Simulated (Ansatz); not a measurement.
Sn, space group I4/mmm: an equation of state with a fit, run with Ansatz 0.2.0, Python API.

The script, `run_eos.py`:
```python
'''Equation of state of Sn.'''

import warnings

import ansatz as az
from ase.eos import EquationOfState
from ase.units import GPa
import numpy as np

VECTORS = np.array([
    [-1.59075, 1.59075, 2.91565],
    [1.59075, -1.59075, 2.91565],
    [1.59075, 1.59075, -2.91565],
])
SITES = [
    ('Sn', (0.0, 0.0, 0.0)),
]


def crystal_on(cell):
    crystal = az.Crystal(lattice=az.Lattice.of(cell))
    for symbol, position in SITES:
        crystal = crystal.atom(symbol, position)
    return crystal

warnings.simplefilter('ignore', az.DeckWarning)

# scale the volume, keep shape and fractions
volumes, energies, pressures = [], [], []
for scale in np.linspace(0.88, 1.12, 7):
    cell = VECTORS * scale ** (1 / 3)
    calculation = crystal_on(cell).calculation()
    calculation = calculation.functional(az.Functional.PBESOL)
    calculation = calculation.basis(470)
    calculation = calculation.occupations('Marzari-Vanderbilt', width=0.1)
    calculation = calculation.kpoints(13, 13, 13)
    calculation = calculation.stress()
    summary = calculation.run(threads=1, backend='cpu').report
    volumes.append(abs(np.linalg.det(cell)) / len(SITES))
    energies.append(summary['free_energy_ev'] / len(SITES))
    pressures.append(np.trace(summary['stress_gpa']) / 3)
    print(f'V = {volumes[-1]:8.4f} A^3/atom  F = {energies[-1]:.5f} eV/atom  P = {pressures[-1]:8.3f} GPa')

eos = EquationOfState(volumes, energies, eos='sj')
v0, e0, bulk = eos.fit()
print(f'V0 = {v0:.4f} A^3/atom, E0 = {e0:.5f} eV/atom, B = {bulk / GPa:.1f} GPa')
```

Where does the minimum lie against the volume typed, and how stiff is the crystal?

A third-order Birch-Murnaghan fit through the 7 points (the script's own form differs a little) has its minimum at 26.75 Å³ an atom, 9.4 % below the typed cell, with a bulk modulus of 54 GPa. From that minimum the energy rises by 4.1 meV an atom on the compressed side and 162.9 meV on the expanded side. The window is off centre, so dB/dP is rough.

The run itself:

```console
$ python run_eos.py
V =  25.9706 A^3/atom  F = -5949.70927 eV/atom  P =    1.748 GPa
V =  27.1511 A^3/atom  F = -5949.71251 eV/atom  P =   -0.762 GPa
V =  28.3316 A^3/atom  F = -5949.69944 eV/atom  P =   -2.696 GPa
V =  29.5120 A^3/atom  F = -5949.67400 eV/atom  P =   -4.135 GPa
V =  30.6925 A^3/atom  F = -5949.63943 eV/atom  P =   -5.202 GPa
V =  31.8730 A^3/atom  F = -5949.59783 eV/atom  P =   -6.063 GPa
V =  33.0535 A^3/atom  F = -5949.55046 eV/atom  P =   -6.770 GPa
V0 = 26.7520 A^3/atom, E0 = -5949.71336 eV/atom, B = 53.5 GPa
```

Notes:
- Absolute energies stand on the zero of these potentials, so only differences at equal settings mean something.
- Shape and fractional positions are held along the curve, so the bulk modulus is an upper value where they are free to relax, by a factor of two or more in layered or hydrogen-bonded cells.
- Pressure is positive in compression.
- This isn't the structure that Sn takes at ambient conditions.
- Wall time of the script: 25 s on 1 thread of Intel(R) Xeon(R) Processor @ 2.30GHz, with other jobs on the host, peak memory 0.55 GiB.
